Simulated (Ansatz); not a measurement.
# AuClH2O: one species, many methods

One table from this session's results is given with a row withheld; the runs are named, their logs left out.

Program: Ansatz 0.2.0, Gaussian basis. Level of theory: functionals in def2-TZVPP, the program's frozen cores in correlated methods. These are calculated values, not measurements.

The runs, in order: LDA (SPW92), PBE-D4, revPBE-D4, BLYP-D4, r2SCAN-D4, B97M-V, PBE0-D4, B3LYP-D4, r2SCANh-D4, r2SCAN0-D4, HSE06-D4, BHLYP-D4, CAM-B3LYP-D4, LC-ωPBE, ωB97X-V, ωB97M-V, B2PLYP, PBE-QIDH; CCSD(T)/def2-SVP; CCSD(T)/def2-TZVPP; CCSD(T)/def2-QZVPP; extrapolation to the limit; RPA on PBE.

## The geometry

The geometry comes from an earlier relaxation with PBE0-D4 in a triple-zeta def2 set; it is a stationary point. Au takes the def2 core potential; no spin-orbit term is included.

SMILES `[OH2+][Au-][Cl]`, 5 atoms, charge 0, spin multiplicity 1.

Atoms are counted from 1 here; the program's logs count them from 0.

Bond lengths: O1–Au2 2.146 Å, O1–H4 0.963 Å, O1–H5 0.963 Å, Au2–Cl3 2.216 Å. Angles: Au2–O1–H4 111.7°, Au2–O1–H5 111.7°, H4–O1–H5 107.1°, O1–Au2–Cl3 179.6°.

The first run:

File in.yaml:

```yaml
crystal:
  periodic: [false, false, false]
  atoms:
    - {symbol: O, position_ang: [-0.708963, 0.819452, -0.409727]}
    - {symbol: Au, position_ang: [0.766241, -0.466414, 0.470625]}
    - {symbol: Cl, position_ang: [2.295687, -1.782950, 1.385569]}
    - {symbol: H, position_ang: [-1.598471, 0.594716, -0.116809]}
    - {symbol: H, position_ang: [-0.704595, 0.761495, -1.371056]}
basis:
  gaussian: {orbitals: def2-TZVPP}
hamiltonian: {xc: lda}
output: {orbitals: {seedname: orbitals}}
```

Launch:

```console
$ ansatz run in.yaml --threads 2 --pin off --events-out ev --progress --plain --max-ram 32768MiB --backend cpu
```

Among the steps run: LDA; PBE-D4 (GGA); revPBE-D4 (GGA); BLYP-D4 (GGA); r2SCAN-D4 (meta-GGA); B97M-V (meta-GGA); PBE0-D4 (hybrid); B3LYP-D4 (hybrid); r2SCANh-D4 (hybrid); r2SCAN0-D4 (hybrid); HSE06-D4 (hybrid); BHLYP-D4 (hybrid); CAM-B3LYP-D4 (range-separated); LC-ωPBE (range-separated); ωB97X-V (range-separated); ωB97M-V (range-separated); B2PLYP (double hybrid); PBE-QIDH (double hybrid).

One table of the session follows, with a row left open; its other results are not shown here.

It belongs to the step «Frontier levels by functional». 

```
  functional  HOMO (eV)  LUMO (eV)  gap (eV)
 LDA (SPW92)      -6.01      -2.72      3.30
      PBE-D4      -5.81      -2.51      3.30
   revPBE-D4      -5.74      -2.42      3.31
     BLYP-D4      -5.68      -2.51      3.18
   r2SCAN-D4      -6.06      -2.12      3.94
      B97M-V      -6.11      -2.30      3.81
     PBE0-D4      -7.12      -1.60      5.52
    B3LYP-D4      -6.89      -1.95      4.94
  r2SCANh-D4      -6.56      -1.80      4.77
  r2SCAN0-D4      -7.31      -1.33      5.98
    HSE06-D4      -6.72      -1.97      4.75
    BHLYP-D4      -8.32      -0.86      7.45
CAM-B3LYP-D4          ?          ?         ?
     LC-ωPBE      -9.75       0.59     10.33
     ωB97X-V      -9.45       0.38      9.83
     ωB97M-V      -9.36       0.06      9.42
```

**Question.** Estimate the row for CAM-B3LYP-D4.

**Answer.** HOMO (eV): -8.47; LUMO (eV): -0.75; gap (eV): 7.72. In the column «HOMO (eV)» it lies between ωB97M-V (-9.36) and BHLYP-D4 (-8.32).
